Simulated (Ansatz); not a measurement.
Born–Oppenheimer molecular dynamics of a periodic cell of 17 atoms, In$_{16}$B (host In, host structure I4/mmm, interstitial B). It starts from a relaxed structure.

Computed with DFT PBEsol, scalar-relativistic, plane waves, PAW in Ansatz 0.2.0. Settings: accuracy low, cutoff 420 eV, k mesh 2x2x1, fermi-dirac smearing 0.15 eV, no spin polarisation.

```json
{
 "ensemble": "NVE (velocity Verlet)",
 "time step": "1 fs",
 "steps asked": "300",
 "starting velocities drawn for": "2400 K",
 "seed": "4210"
}
```

Frames 1 fs apart, positions in Å, forces in eV/Å.

Velocities at 0.0 fs (Å/ps):

```
In 1.35 -1.71 11.28
In -4.94 -3.01 5.49
In -1.20 -0.79 -1.50
In -0.35 2.55 -4.26
In 6.73 1.53 0.61
In -3.34 2.97 -2.96
In 4.35 -6.56 4.66
In 1.74 -5.69 2.41
In -1.78 -3.21 0.37
In -0.61 6.39 1.22
In -0.95 5.96 2.91
In 1.18 -1.40 -2.64
In 1.72 3.85 -1.89
In 5.43 1.69 -0.29
In -9.39 -4.49 -5.22
In -0.38 1.67 -10.06
B 4.87 2.61 -1.39
```

```xyz
17
Lattice="6.4300 0.0000 0.0000 0.0000 6.4300 0.0000 0.0000 0.0000 9.8640" Properties=species:S:1:pos:R:3:forces:R:3 time_fs=0.0 energy_less_start_eV=0.000 T=2400
In -0.062 0.060 0.008 -0.02 0.02 -0.03
In 3.277 0.062 0.009 0.02 0.02 -0.03
In -0.061 3.155 0.007 -0.02 -0.02 -0.03
In -0.075 0.081 4.933 0.00 -0.01 -0.02
In 1.607 1.605 2.370 0.01 0.01 0.05
In 3.275 3.152 0.009 0.02 -0.02 -0.03
In 3.299 0.083 4.930 0.00 0.00 -0.02
In 4.828 1.611 2.413 0.00 0.00 0.06
In -0.074 3.139 4.935 0.01 0.01 -0.02
In 1.609 4.823 2.591 -0.01 -0.01 0.04
In 1.602 1.607 7.437 0.01 0.01 0.00
In 3.298 3.138 4.932 -0.01 0.00 -0.02
In 4.818 4.822 2.370 0.01 0.00 0.05
In 4.820 1.606 7.475 0.00 0.00 0.03
In 1.614 4.827 7.375 -0.01 -0.01 0.00
In 4.822 4.819 7.437 0.01 0.00 0.00
B 1.609 4.824 0.085 0.00 0.00 -0.03
17
Lattice="6.4300 0.0000 0.0000 0.0000 6.4300 0.0000 0.0000 0.0000 9.8640" Properties=species:S:1:pos:R:3:forces:R:3 time_fs=1.0 energy_less_start_eV=0.002 T=2399
In -0.061 0.058 0.020 -0.04 0.02 -0.07
In 3.272 0.059 0.015 0.07 0.07 -0.07
In -0.062 3.154 0.006 -0.01 0.00 -0.01
In -0.075 0.084 4.929 0.02 -0.01 -0.02
In 1.614 1.606 2.371 0.00 0.03 0.06
In 3.272 3.155 0.006 0.05 -0.05 -0.02
In 3.303 0.076 4.935 -0.02 0.02 -0.02
In 4.829 1.605 2.415 -0.01 0.03 0.05
In -0.076 3.136 4.935 0.01 0.01 -0.03
In 1.608 4.830 2.592 0.00 -0.03 0.04
In 1.601 1.613 7.440 0.02 -0.02 -0.01
In 3.299 3.137 4.929 -0.01 -0.01 -0.02
In 4.820 4.826 2.368 0.01 -0.03 0.06
In 4.825 1.608 7.475 -0.02 -0.01 0.05
In 1.605 4.822 7.370 0.01 0.02 0.01
In 4.822 4.821 7.427 0.00 0.01 0.02
B 1.614 4.826 0.084 -0.06 -0.04 -0.03
17
Lattice="6.4300 0.0000 0.0000 0.0000 6.4300 0.0000 0.0000 0.0000 9.8640" Properties=species:S:1:pos:R:3:forces:R:3 time_fs=2.0 energy_less_start_eV=0.007 T=2397
In -0.060 0.056 0.031 -0.05 0.02 -0.10
In 3.267 0.057 0.021 0.12 0.11 -0.10
In -0.063 3.153 0.004 0.00 0.02 0.01
In -0.076 0.086 4.924 0.03 -0.02 -0.02
In 1.620 1.608 2.371 -0.01 0.05 0.06
In 3.268 3.158 0.003 0.07 -0.08 -0.02
In 3.308 0.069 4.939 -0.04 0.03 -0.01
In 4.831 1.599 2.418 -0.01 0.06 0.05
In -0.078 3.133 4.936 0.02 0.02 -0.05
In 1.608 4.836 2.593 0.00 -0.05 0.05
In 1.600 1.619 7.443 0.04 -0.05 -0.01
In 3.300 3.135 4.927 -0.02 -0.03 -0.03
In 4.822 4.830 2.366 0.00 -0.06 0.07
In 4.831 1.609 7.475 -0.04 -0.03 0.07
In 1.596 4.818 7.365 0.02 0.04 0.02
In 4.821 4.822 7.417 -0.01 0.02 0.05
B 1.619 4.829 0.082 -0.13 -0.08 -0.03
17
Lattice="6.4300 0.0000 0.0000 0.0000 6.4300 0.0000 0.0000 0.0000 9.8640" Properties=species:S:1:pos:R:3:forces:R:3 time_fs=3.0 energy_less_start_eV=0.016 T=2392
In -0.058 0.055 0.042 -0.06 0.02 -0.14
In 3.262 0.053 0.026 0.17 0.16 -0.14
In -0.064 3.152 0.003 0.01 0.04 0.02
In -0.076 0.089 4.920 0.05 -0.02 -0.01
In 1.627 1.609 2.372 -0.01 0.07 0.06
In 3.265 3.161 0.000 0.10 -0.11 -0.01
In 3.312 0.063 4.944 -0.06 0.05 -0.01
In 4.833 1.594 2.420 -0.01 0.09 0.04
In -0.080 3.130 4.936 0.02 0.02 -0.07
In 1.607 4.843 2.595 0.01 -0.07 0.05
In 1.599 1.625 7.446 0.05 -0.08 -0.02
In 3.301 3.134 4.924 -0.02 -0.04 -0.03
In 4.824 4.834 2.364 -0.01 -0.09 0.08
In 4.836 1.611 7.474 -0.06 -0.04 0.09
In 1.586 4.814 7.359 0.04 0.07 0.03
In 4.821 4.824 7.407 -0.02 0.03 0.07
B 1.623 4.831 0.081 -0.20 -0.11 -0.03
17
Lattice="6.4300 0.0000 0.0000 0.0000 6.4300 0.0000 0.0000 0.0000 9.8640" Properties=species:S:1:pos:R:3:forces:R:3 time_fs=4.0 energy_less_start_eV=0.027 T=2387
In -0.057 0.053 0.053 -0.08 0.03 -0.17
In 3.257 0.051 0.031 0.22 0.21 -0.17
In -0.066 3.151 0.001 0.01 0.06 0.04
In -0.076 0.091 4.916 0.06 -0.02 -0.01
In 1.634 1.611 2.373 -0.02 0.09 0.07
In 3.262 3.164 -0.003 0.13 -0.13 0.00
In 3.316 0.056 4.949 -0.07 0.07 -0.01
In 4.835 1.588 2.422 -0.02 0.12 0.04
In -0.082 3.126 4.936 0.03 0.03 -0.08
In 1.606 4.849 2.596 0.02 -0.09 0.06
In 1.598 1.631 7.449 0.07 -0.11 -0.02
In 3.303 3.133 4.921 -0.03 -0.05 -0.03
In 4.825 4.838 2.362 -0.01 -0.12 0.09
In 4.842 1.613 7.474 -0.08 -0.05 0.10
In 1.577 4.809 7.354 0.06 0.09 0.04
In 4.820 4.826 7.397 -0.03 0.04 0.09
B 1.628 4.834 0.079 -0.26 -0.15 -0.03
17
Lattice="6.4300 0.0000 0.0000 0.0000 6.4300 0.0000 0.0000 0.0000 9.8640" Properties=species:S:1:pos:R:3:forces:R:3 time_fs=5.0 energy_less_start_eV=0.042 T=2380
In -0.056 0.051 0.065 -0.09 0.03 -0.21
In 3.252 0.048 0.037 0.27 0.26 -0.20
In -0.067 3.151 0.000 0.02 0.07 0.06
In -0.077 0.094 4.912 0.08 -0.03 -0.01
In 1.641 1.613 2.373 -0.03 0.11 0.07
In 3.259 3.167 -0.006 0.16 -0.16 0.00
In 3.321 0.050 4.953 -0.09 0.09 -0.01
In 4.836 1.582 2.425 -0.02 0.15 0.04
In -0.083 3.123 4.937 0.03 0.04 -0.10
In 1.606 4.855 2.597 0.03 -0.11 0.07
In 1.597 1.637 7.452 0.08 -0.13 -0.03
In 3.304 3.131 4.919 -0.03 -0.07 -0.04
In 4.827 4.841 2.361 -0.02 -0.15 0.10
In 4.847 1.614 7.474 -0.10 -0.06 0.12
In 1.567 4.805 7.349 0.07 0.12 0.06
In 4.820 4.827 7.387 -0.04 0.04 0.12
B 1.632 4.836 0.078 -0.33 -0.19 -0.04
17
Lattice="6.4300 0.0000 0.0000 0.0000 6.4300 0.0000 0.0000 0.0000 9.8640" Properties=species:S:1:pos:R:3:forces:R:3 time_fs=6.0 energy_less_start_eV=0.059 T=2371
In -0.054 0.050 0.076 -0.10 0.03 -0.24
In 3.247 0.045 0.042 0.32 0.31 -0.23
In -0.068 3.150 -0.002 0.02 0.09 0.08
In -0.077 0.097 4.907 0.09 -0.03 -0.01
In 1.647 1.614 2.374 -0.03 0.13 0.07
In 3.255 3.170 -0.009 0.19 -0.19 0.01
In 3.325 0.043 4.958 -0.11 0.11 0.00
In 4.838 1.577 2.427 -0.02 0.18 0.03
In -0.085 3.120 4.937 0.04 0.04 -0.12
In 1.605 4.862 2.598 0.03 -0.13 0.07
In 1.597 1.643 7.455 0.10 -0.16 -0.03
In 3.305 3.130 4.916 -0.04 -0.08 -0.04
In 4.829 4.845 2.359 -0.02 -0.18 0.11
In 4.853 1.616 7.474 -0.12 -0.08 0.14
In 1.558 4.800 7.344 0.09 0.14 0.07
In 4.820 4.829 7.377 -0.04 0.05 0.14
B 1.636 4.838 0.076 -0.39 -0.22 -0.04
17
Lattice="6.4300 0.0000 0.0000 0.0000 6.4300 0.0000 0.0000 0.0000 9.8640" Properties=species:S:1:pos:R:3:forces:R:3 time_fs=7.0 energy_less_start_eV=0.080 T=2362
In -0.053 0.048 0.087 -0.11 0.04 -0.28
In 3.243 0.042 0.048 0.37 0.36 -0.26
In -0.069 3.149 -0.003 0.03 0.10 0.10
In -0.077 0.099 4.903 0.11 -0.04 -0.01
In 1.654 1.616 2.374 -0.04 0.15 0.07
In 3.252 3.173 -0.012 0.22 -0.22 0.02
In 3.329 0.037 4.963 -0.13 0.12 0.00
In 4.840 1.571 2.430 -0.03 0.20 0.03
In -0.087 3.117 4.937 0.05 0.05 -0.13
In 1.605 4.868 2.600 0.04 -0.15 0.08
In 1.596 1.649 7.458 0.11 -0.19 -0.04
In 3.306 3.128 4.913 -0.04 -0.09 -0.04
In 4.830 4.849 2.357 -0.03 -0.21 0.12
In 4.858 1.618 7.473 -0.14 -0.09 0.16
In 1.549 4.796 7.339 0.11 0.17 0.07
In 4.819 4.831 7.367 -0.05 0.05 0.16
B 1.640 4.840 0.075 -0.46 -0.26 -0.04
17
Lattice="6.4300 0.0000 0.0000 0.0000 6.4300 0.0000 0.0000 0.0000 9.8640" Properties=species:S:1:pos:R:3:forces:R:3 time_fs=8.0 energy_less_start_eV=0.103 T=2350
In -0.052 0.046 0.098 -0.12 0.04 -0.32
In 3.238 0.039 0.053 0.42 0.41 -0.29
In -0.070 3.148 -0.004 0.03 0.11 0.12
In -0.078 0.102 4.899 0.13 -0.05 0.00
In 1.661 1.617 2.375 -0.05 0.17 0.08
In 3.249 3.176 -0.015 0.25 -0.24 0.02
In 3.333 0.030 4.967 -0.15 0.14 0.00
In 4.841 1.565 2.432 -0.03 0.23 0.02
In -0.089 3.114 4.938 0.05 0.06 -0.15
In 1.604 4.874 2.601 0.05 -0.17 0.09
In 1.595 1.655 7.460 0.13 -0.22 -0.04
In 3.307 3.127 4.911 -0.05 -0.10 -0.05
In 4.832 4.853 2.355 -0.04 -0.24 0.13
In 4.863 1.619 7.473 -0.16 -0.10 0.17
In 1.539 4.791 7.333 0.13 0.19 0.08
In 4.819 4.832 7.357 -0.06 0.06 0.19
B 1.643 4.842 0.073 -0.52 -0.29 -0.04
17
Lattice="6.4300 0.0000 0.0000 0.0000 6.4300 0.0000 0.0000 0.0000 9.8640" Properties=species:S:1:pos:R:3:forces:R:3 time_fs=9.0 energy_less_start_eV=0.128 T=2338
In -0.051 0.044 0.109 -0.13 0.05 -0.35
In 3.233 0.036 0.058 0.46 0.46 -0.32
In -0.072 3.148 -0.006 0.03 0.12 0.14
In -0.078 0.104 4.895 0.14 -0.05 0.00
In 1.667 1.619 2.376 -0.05 0.19 0.08
In 3.245 3.179 -0.018 0.28 -0.27 0.03
In 3.338 0.024 4.972 -0.17 0.16 0.00
In 4.843 1.560 2.435 -0.03 0.26 0.02
In -0.090 3.110 4.938 0.06 0.06 -0.17
In 1.603 4.881 2.602 0.05 -0.20 0.09
In 1.594 1.661 7.463 0.14 -0.25 -0.05
In 3.308 3.126 4.908 -0.06 -0.11 -0.05
In 4.834 4.856 2.353 -0.05 -0.27 0.14
In 4.869 1.621 7.473 -0.18 -0.11 0.19
In 1.530 4.787 7.328 0.14 0.22 0.09
In 4.818 4.834 7.347 -0.07 0.06 0.21
B 1.646 4.843 0.071 -0.58 -0.32 -0.05
17
Lattice="6.4300 0.0000 0.0000 0.0000 6.4300 0.0000 0.0000 0.0000 9.8640" Properties=species:S:1:pos:R:3:forces:R:3 time_fs=10.0 energy_less_start_eV=0.157 T=2324
In -0.049 0.043 0.120 -0.14 0.05 -0.39
In 3.228 0.033 0.064 0.51 0.51 -0.35
In -0.073 3.147 -0.007 0.02 0.13 0.16
In -0.078 0.107 4.890 0.16 -0.06 0.00
In 1.674 1.621 2.377 -0.06 0.20 0.08
In 3.242 3.181 -0.021 0.31 -0.30 0.03
In 3.342 0.017 4.977 -0.19 0.18 0.00
In 4.845 1.554 2.437 -0.04 0.29 0.02
In -0.092 3.107 4.938 0.07 0.07 -0.18
In 1.603 4.887 2.603 0.06 -0.22 0.10
In 1.593 1.666 7.466 0.16 -0.28 -0.06
In 3.310 3.124 4.905 -0.06 -0.13 -0.05
In 4.835 4.860 2.352 -0.05 -0.30 0.15
In 4.874 1.623 7.473 -0.20 -0.12 0.20
In 1.521 4.782 7.323 0.16 0.24 0.10
In 4.818 4.836 7.337 -0.08 0.06 0.23
B 1.648 4.844 0.070 -0.64 -0.35 -0.05
17
Lattice="6.4300 0.0000 0.0000 0.0000 6.4300 0.0000 0.0000 0.0000 9.8640" Properties=species:S:1:pos:R:3:forces:R:3 time_fs=11.0 energy_less_start_eV=0.187 T=2310
In -0.048 0.041 0.132 -0.15 0.06 -0.42
In 3.224 0.030 0.069 0.55 0.55 -0.38
In -0.074 3.146 -0.009 0.02 0.14 0.18
In -0.079 0.109 4.886 0.17 -0.06 0.01
In 1.681 1.622 2.377 -0.06 0.22 0.08
In 3.239 3.184 -0.024 0.34 -0.32 0.04
In 3.346 0.011 4.981 -0.21 0.20 -0.01
In 4.847 1.549 2.439 -0.04 0.32 0.01
In -0.094 3.104 4.939 0.07 0.08 -0.20
In 1.602 4.893 2.605 0.07 -0.24 0.11
In 1.592 1.672 7.469 0.18 -0.30 -0.06
In 3.311 3.123 4.903 -0.07 -0.14 -0.06
In 4.837 4.864 2.350 -0.06 -0.33 0.16
In 4.879 1.624 7.473 -0.22 -0.13 0.22
In 1.511 4.778 7.318 0.18 0.27 0.11
In 4.818 4.838 7.327 -0.08 0.06 0.26
B 1.650 4.845 0.068 -0.69 -0.37 -0.05
```

Of the whole run (300 fs, mean temperature of the second half 1252 K): The conserved energy stayed within 0.022 meV per atom of its start (net change 0.0036 meV per atom), so the integration is sound. The temperature averaged 0.52 of the 2400 K drawn at the start: a run that starts near a minimum puts about half its kinetic energy into the potential. A run of 0.3 ps of so small a system gives no equilibrium averages. Limits of this set-up: coarse k mesh, odd electron count without spin, low accuracy level.

Run time: 18 min on 2 threads of Arm Neoverse V2, with other jobs on the host, peak memory 1.1 GiB.
